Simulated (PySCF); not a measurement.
# ZnSe: the SCF solver's settings

Aim: find out which solver settings change the answer for ZnSe.

Method: each script names its method and basis; program: PySCF 2.14.0.

## (1) The system as given

ZnSe: 2 atoms, charge 0, spin multiplicity 1.

Bond lengths: Zn1–Se2 2.144 Å.

## (2) The base run

input.py reads:

```python
from pyscf import gto, scf, mp

mol = gto.M(
    atom='Zn 0 0 0; Se 0 0 2.144',
    basis='pcseg-1',
    charge=0,
    spin=0,
    verbose=4,
)
mf = scf.RHF(mol)
mf.kernel()
mp.MP2(mf, frozen=14).kernel()
mf.dip_moment()
print('orbital energies (hartree):', mf.mo_energy[..., max(0, mol.nelec[1]-3):mol.nelec[0]+3].round(4))
```

Started as:

```console
python input.py
```

The log of this run is left out.

It gives: E(SCF) = -4177.070779 Eh, 10 cycles, E(MP2) − E(SCF) = -0.42086 Eh, μ = 7.29 D (of the SCF density).

The bond length is a typed value, not an optimised one.

## (3) Damping 0.5

Run 1 changes damping: none → 0.5.

input.py reads:

```python
from pyscf import gto, scf, mp

mol = gto.M(
    atom='Zn 0 0 0; Se 0 0 2.144',
    basis='pcseg-1',
    charge=0,
    spin=0,
    verbose=4,
)
mf = scf.RHF(mol)
mf.damp = 0.5
mf.diis_start_cycle = 8
mf.kernel()
mp.MP2(mf, frozen=14).kernel()
mf.dip_moment()
print('orbital energies (hartree):', mf.mo_energy[..., max(0, mol.nelec[1]-3):mol.nelec[0]+3].round(4))
```

Started as:

```console
python input.py
```

## (4) Initial guess chk

Run 2 changes initial guess: minao → chk.

Edit input.py of step 2 so:

```diff
@@ -10,2 +10,3 @@
 mf = scf.RHF(mol)
+mf.init_guess = 'chk'
 mf.kernel()
```

## (5) Point-group symmetry on

Run 3 changes point-group symmetry: off → on.

Edit input.py of step 2 so:

```diff
@@ -7,2 +7,3 @@
     spin=0,
+    symmetry=True,
     verbose=4,
```

## (6) Initial guess 1e

Run 4 changes initial guess: minao → 1e.

Edit input.py of step 2 so:

```diff
@@ -10,2 +10,3 @@
 mf = scf.RHF(mol)
+mf.init_guess = '1e'
 mf.kernel()
```

## (7) Convergence threshold 1e-16 hartree

Run 5 changes convergence threshold: default → 1e-16 hartree.

Edit input.py of step 2 so:

```diff
@@ -10,2 +10,3 @@
 mf = scf.RHF(mol)
+mf.conv_tol = 1e-16
 mf.kernel()
```

**Question.** What will these runs give? Wanted: for each run, E(SCF); from base; gap; SCF dipole; after the SCF.

**Answer**, as computed:

| run | E(SCF) (hartree) | from base (eV) | cycles | gap (eV) | SCF dipole (D) | after the SCF |
| --- | --- | --- | --- | --- | --- | --- |
| base | -4177.070779 | 0 | 10 | 7.09 | 7.29 | MP2 correlation -11.452 eV, core frozen |
| damping 0.5 | -4177.070779 | 0.0000 | 13 | 7.09 | 7.29 | MP2 correlation -11.452 eV, core frozen |
| initial guess chk | -4177.070779 | 0.0000 | 10 | 7.09 | 7.29 | MP2 correlation -11.452 eV, core frozen |
| point-group symmetry on | -4177.070779 | 0.0000 | 10 | 7.09 | 7.29 | MP2 correlation -11.452 eV, core frozen |
| initial guess 1e | -4176.901061 | +4.6183 | 16 | 1.63 | 5.24 | MP2 correlation -10.923 eV, core frozen |
| convergence threshold 1e-16 hartree | -4177.070779 | 0.0000 | 24 | 7.09 | 7.29 | MP2 correlation -11.452 eV, core frozen |

Distance from each run's final energy (log10 hartree) by cycle:

| run | cycle 1 | cycle 2 | cycle 3 | cycle 5 | cycle 8 | cycle 12 |
| --- | --- | --- | --- | --- | --- | --- |
| base | -1.2 | -1.5 | -3.6 | -4.8 | -7.6 | done |
| damping 0.5 | -1.2 | -2.3 | -2.9 | -3.6 | -4.7 | -9.5 |
| initial guess chk | -1.2 | -1.5 | -3.6 | -4.8 | -7.6 | done |
| point-group symmetry on | -1.2 | -1.5 | -3.6 | -4.8 | -7.6 | done |
| initial guess 1e | 2.2 | 2.6 | 1.8 | 0.0 | -0.9 | -5.6 |
| convergence threshold 1e-16 hartree | -1.2 | -1.5 | -3.6 | -4.8 | -7.6 | < -11 |

What this shows: With damping 0.5 or initial guess chk or point-group symmetry on or convergence threshold 1e-16 hartree the SCF ends at the base energy. PySCF falls back to minao for a guess that it doesn't know or can't read, so that run repeats the base. With initial guess 1e the SCF ends in another solution, 4.62 eV higher: the path to self-consistency decides the state here. The base needs 10 cycles and the run with damping 0.5 needs 13.
